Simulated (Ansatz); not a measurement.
**C2H12N2O2Si2: how energies converge with the basis set**

The task here is to estimate one member of a computed series from the others.

Computed with Ansatz 0.2.0, Gaussian basis. Level: one geometry, several basis sets.

Plan: PBE0-D4/def2-SVP; ωB97M-V/def2-SVP; PBE0-D4/def2-QZVPP; ωB97M-V/def2-QZVPP; the functionals' def2-TZVPP values are taken from earlier runs.

**Structure used throughout**

All runs share one geometry, relaxed beforehand with PBE0-D4 in a triple-zeta def2 set.

20 atoms, charge 0, spin multiplicity 1.

Atoms are counted from 1 here; the program's logs count them from 0.

Bond lengths: C1–O2 1.408 Å, C1–H9 1.092 Å, C1–H10 1.096 Å, C1–H11 1.098 Å, O2–Si3 1.654 Å, Si3–N4 1.713 Å, Si3–Si5 2.352 Å, Si3–H12 1.496 Å, N4–H13 1.008 Å, N4–H14 1.008 Å, Si5–N6 1.713 Å, Si5–O7 1.654 Å, Si5–H15 1.496 Å, N6–H16 1.008 Å, N6–H17 1.008 Å, O7–C8 1.408 Å, C8–H18 1.098 Å, C8–H19 1.096 Å and more. Angles: O2–C1–H9 108.3°, O2–C1–H10 111.6°, O2–C1–H11 111.4°, H9–C1–H10 108.7°, H9–C1–H11 108.2°, H10–C1–H11 108.5°, C1–O2–Si3 122.8°, O2–Si3–N4 111.4°, O2–Si3–Si5 111.0°, O2–Si3–H12 107.6°, N4–Si3–Si5 108.4°, N4–Si3–H12 106.8°, Si5–Si3–H12 111.5°, Si3–N4–H13 119.6°, Si3–N4–H14 119.5°, H13–N4–H14 110.5°, Si3–Si5–N6 108.4°, Si3–Si5–O7 111.0° and more.

Set-up of the first run:

Input file in.yaml:

```yaml
crystal:
  periodic: [false, false, false]
  atoms:
    - {symbol: C, position_ang: [1.703528, 2.469205, 0.840682]}
    - {symbol: O, position_ang: [1.991480, 1.201573, 0.299695]}
    - {symbol: Si, position_ang: [1.029673, -0.119983, 0.550360]}
    - {symbol: N, position_ang: [1.777303, -1.554073, -0.014812]}
    - {symbol: Si, position_ang: [-1.038813, 0.120926, -0.543714]}
    - {symbol: N, position_ang: [-1.786464, 1.555020, 0.021412]}
    - {symbol: O, position_ang: [-2.000630, -1.200623, -0.293056]}
    - {symbol: C, position_ang: [-1.712687, -2.468252, -0.834057]}
    - {symbol: H, position_ang: [2.515712, 3.148255, 0.573995]}
    - {symbol: H, position_ang: [0.764620, 2.872695, 0.445414]}
    - {symbol: H, position_ang: [1.632897, 2.431447, 1.935388]}
    - {symbol: H, position_ang: [0.854284, -0.278353, 2.027924]}
    - {symbol: H, position_ang: [2.572052, -1.929814, 0.479139]}
    - {symbol: H, position_ang: [1.875027, -1.705821, -1.006311]}
    - {symbol: H, position_ang: [-0.863472, 0.279279, -2.021285]}
    - {symbol: H, position_ang: [-2.581217, 1.930749, -0.472543]}
    - {symbol: H, position_ang: [-1.884174, 1.706808, 1.012907]}
    - {symbol: H, position_ang: [-1.641975, -2.430472, -1.928758]}
    - {symbol: H, position_ang: [-0.773822, -2.871786, -0.438732]}
    - {symbol: H, position_ang: [-2.524918, -3.147279, -0.567448]}
basis:
  gaussian: {orbitals: def2-SVP}
hamiltonian: {xc: pbe0, dispersion: d4}
output: {orbitals: {seedname: orbitals}}
```

Among the steps run: PBE0-D4 in def2-SVP; ωB97M-V in def2-SVP; PBE0-D4 in def2-QZVPP; ωB97M-V in def2-QZVPP.

One table of the session follows, with a row left open; its other results are not shown here.

It belongs to the step «Density functionals: the series». 

```
functional       basis  HOMO (eV)  LUMO (eV)
   PBE0-D4    def2-SVP      -6.64       0.53
   PBE0-D4  def2-TZVPP      -6.82      -0.03
   PBE0-D4  def2-QZVPP      -6.86      -0.20
   ωB97M-V    def2-SVP          ?          ?
   ωB97M-V  def2-TZVPP      -8.96       1.55
   ωB97M-V  def2-QZVPP      -9.00       1.19
```

Q: Estimate the row for ωB97M-V, def2-SVP from the others.

The run gave: HOMO (eV): -8.76; LUMO (eV): 2.29. In the column «HOMO (eV)» it lies between ωB97M-V, def2-TZVPP (-8.96) and PBE0-D4, def2-QZVPP (-6.86).
